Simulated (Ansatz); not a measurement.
# F2H2SeSn: rigid scan of one bond length

How does the energy of F2H2SeSn change as one bond is stretched? Wanted for F2H2SeSn: a rigid scan of one bond length.

All numbers are computed with Ansatz 0.2.0, driven from Python. Level of theory: MP2/def2-SVP.

## Step 1: The structure

Bond lengths: F1–Sn2 1.987 Å, Sn2–F3 1.949 Å, Sn2–Se4 2.486 Å, Sn2–H5 1.744 Å, Se4–H6 1.517 Å. Angles: F1–Sn2–F3 109.2°, F1–Sn2–Se4 111.9°, F1–Sn2–H5 108.6°, F3–Sn2–Se4 108.6°, F3–Sn2–H5 109.6°, Se4–Sn2–H5 108.9°, Sn2–Se4–H6 94.0°.

No structure file is read: the coordinates are typed or built in the script.

## Step 2: Script

Input file scan_f2h2sesn.py:

```python
# -*- coding: utf-8 -*-
"""Potential curve of F2H2SeSn along one bond."""

import ansatz
import numpy as np

system = (
    ansatz.Crystal.molecule()
    .atom("F", (0.4334, -2.2923, 0.7374))
    .atom("Sn", (0.4044, -0.426, 0.0566))
    .atom("F", (0.8496, -0.4273, -1.8404))
    .atom("Se", (-1.8282, 0.6299, 0.345))
    .atom("H", (1.5881, 0.5054, 0.9353))
    .atom("H", (-1.4052, 1.9463, -0.2801))
)

symbols = [site.symbol for site in system.cartesian_sites]
start = np.array([site.position_ang for site in system.cartesian_sites])
axis = (start[3] - start[1]) / np.linalg.norm(start[3] - start[1])
moving = [3, 5]
lengths, energies = [2.11, 2.29, 2.49, 2.74, 3.11, 3.73, 4.48, 5.47], []
for length in lengths:
    xyz = start.copy()
    xyz[moving] += (length - np.linalg.norm(start[3] - start[1])) * axis
    point = ansatz.Crystal.molecule()
    for symbol, place in zip(symbols, xyz):
        point = point.atom(symbol, place.tolist())
    calc = point.calculation()
    calc = calc.basis(gaussian="def2-SVP")
    calc = calc.correlation("mp2")
    summary = calc.run().report
    energies.append(summary["free_energy_ev"])
    print(f"r = {length:6.3f} A  E = {energies[-1]:.5f} eV  <S^2> = {abs(summary['mean_field']['state']['spin_squared']):.3f}")

print("energy above the lowest point (eV):", [round(e - min(energies), 3) for e in energies])
```

## Step 3: The input behind the calls

The engine receives this input (first run):

```yaml
crystal:
  periodic: [false, false, false]
  atoms:
    - { symbol: F, position_ang: [0.4334, -2.2923, 0.7374] }
    - { symbol: Sn, position_ang: [0.4044, -0.426, 0.0566] }
    - { symbol: F, position_ang: [0.8496, -0.4273, -1.8404] }
    - { symbol: Se, position_ang: [-1.490157218302468, 0.4700239034334749, 0.30133273392386983] }
    - { symbol: H, position_ang: [1.5881, 0.5054, 0.9353] }
    - { symbol: H, position_ang: [-1.067157218302468, 1.7864239034334748, -0.32376726607613016] }
basis:
  gaussian:
    orbitals: def2-SVP
correlation:
  method: mp2
```

## Step 4: Launch

Launch:

```bash
$ python scan_f2h2sesn.py
```

Q: Predict the main results. Wanted: range of energy; lowest point, distance.

The runs gave:

| quantity | value |
| --- | --- |
| runs compared | 8 |
| range of energy | 3.556 eV |
| lowest point, distance (Å) | 2.49 |

In words: The curve has its lowest point inside the range, at 2.49. The ends stand 1.74 and 3.56 eV above it. The distance scanned is the script's pair 1, 3. In CPU time, run 8 (distance 5.47) cost about 5.5 times as much as run 4 (distance 2.74). What to keep in mind:
- The rest of the molecule is held rigid at a force-field or estimated start geometry, and the basis set is modest; single-reference methods fail as a bond breaks.
- def2 sets replace the cores of elements past krypton by effective core potentials.
- The orbitals are restricted, so S² is zero by construction.
- Toward dissociation an unrestricted state lies under the restricted one, by 1 to 2 eV or more.
